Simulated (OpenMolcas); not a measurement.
# Re⁵⁺ among point charges: CASSCF and CASPT2 levels and susceptibility

How does a field of 6 point charges split the states of Re⁵⁺, and what χT follows?

Method: state-averaged CASSCF and CASPT2, spin-orbit coupling by RASSI with atomic mean-field integrals. Code: OpenMolcas 26.06.

### 1 The atom as given

- Species: Re⁵⁺ (rhenium, Z = 75, 70 electrons)
- Basis: ANO-RCC-VDZP [7s6p4d2f1g], 68 functions
- Scalar Hamiltonian: DKH2, point nucleus
- Inactive shells: 1s 2s 2p 3s 3p 3d 4s 4p 4d 4f 5s 5p
- Active space: 2 electrons in 5 orbitals (5d)
- Some configurations of this space: 5d²
- Orbitals: optimised for each spin and parity, averaged over all roots

Outer shells as boxes (Hund's rule):

5d2
```
5d [↑ ][↑ ][  ][  ][  ]
```

The ion sits among 6 point charges of -1.7 e arranged as an octahedron (Oh), 1.76 Å from the ion.

Each step is its own input file, run in one work folder so that later steps find the files of earlier ones. Labels, J, g values, rates, χT and fits are worked out afterwards by a script from the matrices that RASSI stores. The input lists half of the charges; inversion (Group=XYZ) makes the rest.

### 2 Basis and integrals

Input file a.inp:

```
&GATEWAY
Coord
1

Re 0.0 0.0 0.0
Basis=ANO-RCC-VDZP
Group=XYZ
NoMove
AngMom=0.0 0.0 0.0
AMFI
XField
3 Angstrom 0
1.760000 0.000000 0.000000 -1.700000
0.000000 1.760000 0.000000 -1.700000
0.000000 0.000000 1.760000 -1.700000
&SEWARD
```

### 3 Reference wave functions, triplets of even parity, 10 roots

Input file a.inp:

```
&RASSCF
FileOrb=start.orb
Symmetry=1
Spin=3
nActEl=2 0 0
Inactive=15 19
Ras2=5 0
CIRoot=10 10 1
SDav=10
CIMx=300
Iter=120 100
PrWF=0.3
OrbListing=Nothing
MaxOrb=0
>>> COPY $Project.JobIph JOB001
```

start.orb holds the contracted functions of the basis, ordered by shell, or the orbitals of the step before.

### 4 Reference wave functions, singlets of even parity, 15 roots

Input file a.inp:

```
&RASSCF
FileOrb=start.orb
Symmetry=1
Spin=1
nActEl=2 0 0
Inactive=15 19
Ras2=5 0
CIRoot=15 15 1
SDav=15
CIMx=300
Iter=120 100
PrWF=0.3
OrbListing=Nothing
MaxOrb=0
>>> COPY $Project.JobIph JOB002
```

### 5 State interaction with spin-orbit coupling

Input file a.inp:

```
&RASSI
NrOfJobIphs=2 10 15
1 2 3 4 5 6 7 8 9 10
1 2 3 4 5 6 7 8 9 10 11 12 13 14 15
IphNames
JOB001
JOB002
EJob
SpinOrbit
DIPRint=1.0
SOCoupling=1000.0
Subsets=2
Property=9
'ANGMOM' 1 'ANGMOM' 2 'ANGMOM' 3 'MLTPL  1' 1 'MLTPL  1' 2 'MLTPL  1' 3
'AMFI' 1 'AMFI' 2 'AMFI' 3
SOProperty=3
'ANGMOM' 1 'ANGMOM' 2 'ANGMOM' 3
```

### 6 CASPT2: IPEA 0.25, imaginary shift 0.1 (closed shells correlated: 5s 5p)

Input file a.inp:

```
>>> COPY JOB001 $Project.JobIph
&CASPT2
Multistate=10 1 2 3 4 5 6 7 8 9 10
NoMult
Frozen=14 16
IPEA=0.25
Imaginary=0.1
MaxIter=60
WThr=0.0 0.3 0.05
PrWF=0.5
NoMix
>>> COPY JOB002 $Project.JobIph
&CASPT2
Multistate=15 1 2 3 4 5 6 7 8 9 10 11 12 13 14 15
NoMult
Frozen=14 16
IPEA=0.25
Imaginary=0.1
MaxIter=60
WThr=0.0 0.3 0.05
PrWF=0.5
NoMix
```

(Steps that only read results are left out.)

Before running it: what results should come out? Wanted: spin-free ground state; first state of the same spin within the active space; lowest level; next level.

As calculated:

| quantity | value |
| --- | --- |
| method | SS-CASPT2, IPEA 0.25, imaginary shift 0.1 (closed shells correlated: 5s 5p) |
| spin-free ground state | 3T1, 3-fold in its orbital part |
| first state of the same spin within the active space | 3T2 at 16100 cm⁻¹ |
| lowest level | 2-fold E, g = 0.00, 0.00, 0.00 |
| next level | 955.8 cm⁻¹ |
| χT at 300 K | 0.04 cm³ K/mol |
| effective moment at 300 K | 0.57 μB |

Cost by method:

| method | time of its own steps | time with the reference |
| --- | --- | --- |
| A. CASSCF | 3.4 s | 3.4 s |
| B. SS-CASPT2, IPEA 0.25, imaginary shift 0.1, +5s 5p | 1.8 s | 5.3 s |

Times are of one thread on a shared host.

The spin-free ground state (3T1) comes to 93 % from free-ion F terms and keeps the highest spin of the shell. χT at 300 K is 0.04, against 1.00 cm³ K/mol for the spin alone, so spin-orbit coupling lowers it. A ligand-field fit to the states below 45000 cm-1 gives 10Dq = 18113 cm-1, B = 756 cm-1 and C = 3203 cm-1 (C/B = 4.24), with a deviation of 289 cm-1. CASPT2 does not keep the components of a term degenerate, and the means are used. The field of point charges can differ much from that of real complexes. This is an electrostatic model: the charges have no orbitals.
